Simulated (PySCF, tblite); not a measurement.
# C₇H₆F₂: geometry, infrared bands and NMR shifts

Aim: predict the infrared bands and NMR shifts of C₇H₆F₂ (`C#C[C@@]1(F)CC=C1CF`).

Computed with tblite 0.8.0 and PySCF 2.14.0, with density-fitted response routines of our own, on a single molecule in the gas phase. Atoms count from 0, in the outputs and in this text.

## 1. The starting structure

15 atoms, charge 0, multiplicity 1; geometry from: force field or distance geometry start.

Bonds of the start (Å): C0–C1 1.21, C1–C2 1.45, C2–F3 1.34, C2–C4 1.56, C4–C5 1.51, C5–C6 1.35, C6–C7 1.54, C7–F8 1.36, C6–C2 1.53, C0–H9 1.05, C4–H10 1.10, C4–H11 1.09, C5–H12 1.08, C7–H13 1.10, C7–H14 1.09.

## 2. Optimising the geometry with GFN2-xTB

The job: settings as JSON, then the geometry in Å.

```
{"job": {"kind": "relax", "xc": "GFN2-xTB", "basis": "xTB"}, "charge": 0, "multiplicity": 1}
C      2.214900    -1.284400    -1.157100
C      1.557100    -0.549600    -0.459000
C      0.797100     0.320400     0.414300
F      1.397400     0.406500     1.609900
C      0.380200     1.685100    -0.206800
C     -1.053300     1.205200    -0.113600
C     -0.697900     0.002000     0.375300
C     -1.470800    -1.256500     0.827500
F     -2.805800    -1.107500     0.607100
H      2.775700    -1.927600    -1.777200
H      0.747000     1.875400    -1.230900
H      0.633900     2.551300     0.406400
H     -2.007000     1.664000    -0.352400
H     -1.141400    -2.138300     0.257300
H     -1.331600    -1.437800     1.892300
```

Launch:

```console
$ OMP_NUM_THREADS=1 python probes_run.py task.json out
```

The driver reads the jobs from task.json and runs them one after another.

**Question.** This job is followed by: GFN2-xTB harmonic vibrations, gas phase; GIAO PBE0/pcSseg-1 NMR shielding, non-relativistic, gas phase. Predict these results of the whole session: strongest single infrared mode (GFN2-xTB); zero-point energy (GFN2-xTB); 13C shifts against TMS (PBE0/pcSseg-1); 1H shifts against TMS (PBE0/pcSseg-1); 19F shifts against CFCl3 (PBE0/pcSseg-1).

As calculated:

| quantity | value |
| --- | --- |
| strongest single infrared mode (GFN2-xTB) | 1041 cm⁻¹, 75 km/mol |
| zero-point energy (GFN2-xTB) | 66.0 kcal/mol |
| 13C shifts against TMS (PBE0/pcSseg-1) | 156.7, 140.9, 87.2, 84.8, 83.9, 82.4, 47.4 ppm |
| 1H shifts against TMS (PBE0/pcSseg-1) | 6.61, 5.54, 5.48, 3.07, 2.94, 2.20 ppm |
| 19F shifts against CFCl3 (PBE0/pcSseg-1) | -177.1, -272.9 ppm |

In words: The optimisation took 51 steps and gained 0.150 eV; among the close pairs (by a distance rule), C6–C7 changed most, from 1.545 to 1.482 Å. All 39 modes are real, so the xTB geometry is a minimum. The strongest single mode, at 1041 cm⁻¹, moves mainly C7 and F8. Unscaled tight-binding wavenumbers are off by several per cent, some by more. Its intensities can rank the bands wrongly. The most deshielded hydrogen is H12 (hydrogen on an alkene CH), at 6.61 ppm: attached to an sp2 carbon and in the plane of the double bond. At PBE0/pcSseg-1: The widest tensor belongs to C1: span 299 ppm, with a paramagnetic part of -162 ppm.
